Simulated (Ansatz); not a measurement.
# CH6IO: the cost of one run

Method: PBE0-D4/def2-SVP; program: Ansatz 0.2.0, Gaussian basis.

## (1) Starting geometry

The start, a pair relaxed at PBE0-D4: SMILES `[OH3+].CI`, 9 atoms, charge 1, spin multiplicity 1.

Atoms are counted from 1 here; the program's logs count them from 0.

Bond lengths: O1–H2 1.091 Å, O1–H3 0.972 Å, O1–H4 0.972 Å, C5–I6 2.141 Å, C5–H7 1.086 Å, C5–H8 1.085 Å, C5–H9 1.085 Å. Angles: H2–O1–H3 112.8°, H2–O1–H4 112.8°, H3–O1–H4 110.7°, I6–C5–H7 104.9°, I6–C5–H8 107.4°, I6–C5–H9 107.4°, H7–C5–H8 111.7°, H7–C5–H9 111.8°, H8–C5–H9 113.0°.

Coordinates:

```xyz
9
charge 1, multiplicity 1
O    -0.02439   -0.20407   -2.16465
H    -0.00288    0.37754   -1.24139
H     0.77481   -0.08296   -2.70494
H    -0.82438   -0.04281   -2.69318
C     0.01255   -0.20236    1.90789
I     0.03701    1.45263    0.54917
H     0.01659    0.24699    2.89667
H    -0.89939   -0.76045    1.72368
H     0.90997   -0.78450    1.72686
```

## (2) Dynamics

The input, md/in.yaml:

```yaml
crystal:
  periodic: [false, false, false]
  atoms:
    - {symbol: O, position_ang: [-0.024386, -0.204067, -2.164652]}
    - {symbol: H, position_ang: [-0.002876, 0.377536, -1.241391]}
    - {symbol: H, position_ang: [0.774812, -0.082964, -2.704939]}
    - {symbol: H, position_ang: [-0.824383, -0.042813, -2.693180]}
    - {symbol: C, position_ang: [0.012548, -0.202361, 1.907887]}
    - {symbol: I, position_ang: [0.037007, 1.452625, 0.549166]}
    - {symbol: H, position_ang: [0.016594, 0.246994, 2.896672]}
    - {symbol: H, position_ang: [-0.899387, -0.760454, 1.723676]}
    - {symbol: H, position_ang: [0.909969, -0.784498, 1.726859]}
basis:
  gaussian: {orbitals: def2-SVP}
total_charge: 1
hamiltonian: {xc: pbe0, dispersion: d4}
md: {n_steps: 80, timestep: 0.75, temperature: 500, ensemble: nvt_nose_hoover, seed: 588, initial_velocities: maxwell_boltzmann}
```

Run with:

```
> ansatz run in.yaml --threads 4 --pin off --events-out ev --progress --plain --max-ram 9574MiB
```

Q: Estimate wall time and peak memory on 4 threads of Intel Xeon Platinum 8259CL at 2.50GHz, shared host.

About 2.3 min, with a peak of 0.46 GiB.
